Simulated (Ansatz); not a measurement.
# C2H5GeNO: single point in a Gaussian basis

Wanted for C2H5GeNO: a single point in a Gaussian basis.

Computed with Ansatz 0.2.0 through its Python package. Level of theory: r2SCAN/def2-SVP.

### Step 1. The system

Bond lengths: N1–C2 1.383 Å, C2–C3 1.360 Å, C3–Ge4 1.861 Å, C2–O5 1.437 Å, Ge4–O5 1.782 Å, N1–H6 1.121 Å, N1–H7 1.013 Å, C3–H8 1.076 Å, Ge4–H9 1.618 Å, Ge4–H10 1.476 Å. Angles (14 of 16 angles, heavy atoms first): N1–C2–C3 128.1°, N1–C2–O5 132.9°, C3–C2–O5 99.0°, C2–C3–Ge4 94.4°, C3–Ge4–O5 71.4°, C2–O5–Ge4 95.1°, C2–N1–H6 118.0°, C2–N1–H7 124.7°, C2–C3–H8 136.6°, Ge4–C3–H8 128.6°, C3–Ge4–H9 110.1°, C3–Ge4–H10 116.2°, O5–Ge4–H9 109.7°, O5–Ge4–H10 115.0°.

Input file c2h5geno.xyz:

```xyz
10

N    -1.16920    0.18600   -1.59000
C    -0.39000    0.19310   -0.44780
C     0.30560   -0.83960    0.09950
Ge    1.04780    0.19330    1.45820
O    -0.03410    1.22440    0.48720
H    -1.69190    1.13520   -1.87670
H    -1.32920   -0.62640   -2.17360
H     0.51640   -1.86340   -0.15750
H     0.34280   -0.15650    2.87240
H     2.48490    0.50280    1.33110
```

### Step 2. The code

energy_c2h5geno.py

```python
'''Single point of C2H5GeNO in a Gaussian basis.'''

from pathlib import Path

import ansatz as az
import numpy as np

SETTINGS = {
    'basis_set': 'def2-SVP',
    'xc': 'r2SCAN',
}

geometry = az.Crystal.molecule_from_extxyz('c2h5geno.xyz')

calculation = (
    geometry.calculation()
    .basis(gaussian=SETTINGS['basis_set'])
    .functional(SETTINGS['xc'])
    .forces()
    .orbitals()
)
outcome = calculation.run(threads=1, runs_dir='out')
report = outcome.report

print(f'E = {report["free_energy_ev"]:.6f} eV = {report["free_energy_ev"] / 27.211386246:.7f} Ha')
print('converged:', report['converged'], ' doubts:', report['published_state_doubts'] or 'none')

field = report['mean_field']
print('<S^2> =', round(abs(field['state']['spin_squared']), 4), ' all-electron relativity setting:', field['relativity'])
print('passes:', field['passes'])
if 'symmetry' in field:
    print('occupied orbitals by irrep:', field['symmetry']['occupied'])

symbols = [site.symbol for site in geometry.cartesian_sites]
forces = np.array(report['forces_ev_ang'])
print('largest force', round(float(np.linalg.norm(forces, axis=1).max()), 4), 'eV/A, rms', round(float(np.sqrt((forces ** 2).mean())), 4))

charges = report['charge_distribution']
dipole = np.array(charges['dipole_moment_e_ang']) * 4.803205
print('dipole (D): {:.3f} {:.3f} {:.3f}, length {:.3f}'.format(*dipole, np.linalg.norm(dipole)))
print('atom  Mulliken   Lowdin')
for symbol, m, l in zip(symbols, charges['mulliken_charges_e'], charges['lowdin_charges_e']):
    print(f'{symbol:4s} {m:9.3f} {l:8.3f}')

lines = Path(report['orbitals_path']).read_text().splitlines()
field_of = lambda key: [line.split('=')[1].strip() for line in lines if line.startswith(key)]
orbitals = [(27.211386 * float(e), s, float(n)) for e, s, n in zip(field_of('Ene='), field_of('Spin='), field_of('Occup='))]
homo = max(e for e, _, n in orbitals if n > 0.5)
lumo = min(e for e, _, n in orbitals if n < 0.5)
for e, spin, n in sorted(orbitals):
    if homo - 15 < e < lumo + 5:
        print(f'{spin:6s} {e:10.3f} eV  occupation {n:.0f}')
```

### Step 3. The input behind the calls

The package turns the script's settings into the engine's input:

```yaml
crystal:
  periodic: [false, false, false]
  atoms:
    - { symbol: "N", position_ang: [-1.1692, 0.186, -1.59] }
    - { symbol: C, position_ang: [-0.39, 0.1931, -0.4478] }
    - { symbol: C, position_ang: [0.3056, -0.8396, 0.0995] }
    - { symbol: Ge, position_ang: [1.0478, 0.1933, 1.4582] }
    - { symbol: O, position_ang: [-0.0341, 1.2244, 0.4872] }
    - { symbol: H, position_ang: [-1.6919, 1.1352, -1.8767] }
    - { symbol: H, position_ang: [-1.3292, -0.6264, -2.1736] }
    - { symbol: H, position_ang: [0.5164, -1.8634, -0.1575] }
    - { symbol: H, position_ang: [0.3428, -0.1565, 2.8724] }
    - { symbol: H, position_ang: [2.4849, 0.5028, 1.3311] }
basis:
  gaussian:
    orbitals: def2-SVP
hamiltonian:
  xc: r2scan
output:
  orbitals: {}
  forces: true
```

### Step 4. Launch

Run with:

```console
$ python energy_c2h5geno.py
```

Without the output at hand: what should come out? Wanted: total energy; largest force; dipole moment; HOMO-LUMO gap of the mean field.

The runs gave:

| quantity | value |
| --- | --- |
| total energy | -62193.7743 eV |
| largest force | 5.354 eV/Å |
| dipole moment | 1.76 D |
| HOMO-LUMO gap of the mean field (r2SCAN/def2-SVP) | 3.78 eV |

What this shows: Forces reach 5.35 eV/Å, so the atoms aren't at rest. The geometry is a force-field or estimated start, not a minimum of this method, and the basis set is short of its limit. The Löwdin charges here are taken after orthogonalising the functions within each atom; they differ from plain Löwdin charges, and their signs can be unphysical. Alpha marks a spatial orbital of a restricted run, filled by both spins. Levels such as HOMO and LUMO are orbital energies: with these approximate functionals they aren't the ionisation energy and electron affinity, and their gap isn't the fundamental gap.
